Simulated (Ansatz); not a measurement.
## ClH5OSiSn, SMILES O[SiH2][SnH2][Cl]: vertical spin-state energies

Run with Ansatz 0.2.0 through its Python package.

`run_spin.py`
```python
"""Vertical spin-state energies of ClH5OSiSn."""

import ansatz as az

geometry_ang = [
    ("O", [-1.8382, 0.0608, 1.0977]),
    ("Si", [-0.8661, 0.806, -0.0986]),
    ("Sn", [1.0471, -0.7232, -0.5538]),
    ("Cl", [2.3174, -1.0909, 1.4687]),
    ("H", [-1.3, -0.0324, 1.8567]),
    ("H", [-1.6187, 1.029, -1.3434]),
    ("H", [-0.3353, 2.1046, 0.3951]),
    ("H", [0.5252, -2.2312, -1.1724]),
    ("H", [2.1571, 0.031, -1.6671]),
]
system = az.Crystal.molecule()
for symbol, xyz in geometry_ang:
    system = system.atom(symbol, xyz)

base = system.calculation()
base = base.basis(gaussian="def2-SVP")
base = base.functional("r2SCAN", dispersion="d4")
found = {}
for unpaired in [0, 2]:
    r = base.spin("collinear", total=unpaired).run(threads=1, pin="off").report
    s = unpaired / 2
    found[unpaired] = r["free_energy_ev"]
    print(f"2S+1 = {unpaired + 1}: E = {found[unpaired]:.5f} eV, <S^2> = {abs(r['mean_field']['state']['spin_squared']):.3f} (pure state {s * (s + 1):.2f})")
lowest = min(found, key=found.get)
for unpaired, e in found.items():
    print(f"multiplicity {unpaired + 1}: {23.060548 * (e - found[lowest]):.1f} kcal/mol above the lowest")
```

```console
$ python run_spin.py
2S+1 = 1: E = -28353.41872 eV, <S^2> = 0.000 (pure state 0.00)
2S+1 = 3: E = -28349.10691 eV, <S^2> = 2.004 (pure state 2.00)
multiplicity 1: 0.0 kcal/mol above the lowest
multiplicity 3: 99.4 kcal/mol above the lowest
```

In order: multiplicity 1 (+0.00 eV) and multiplicity 3 (+4.31 eV), all at the one geometry.

Notes:
- Total energies depend on the basis set; only differences at equal settings carry meaning.
- The geometry is a force-field or estimated start, not a minimum of this method, and the basis set is short of its limit. All parts are taken at fixed geometry, without zero-point energy.
- def2 sets replace the cores of elements past krypton by effective core potentials.
- Spin-orbit coupling, which mixes and shifts the spin states of heavy atoms, is left out.
- Timing: 37 s on 1 thread of Arm Neoverse V2 (shared host), peak memory 0.3 GiB.
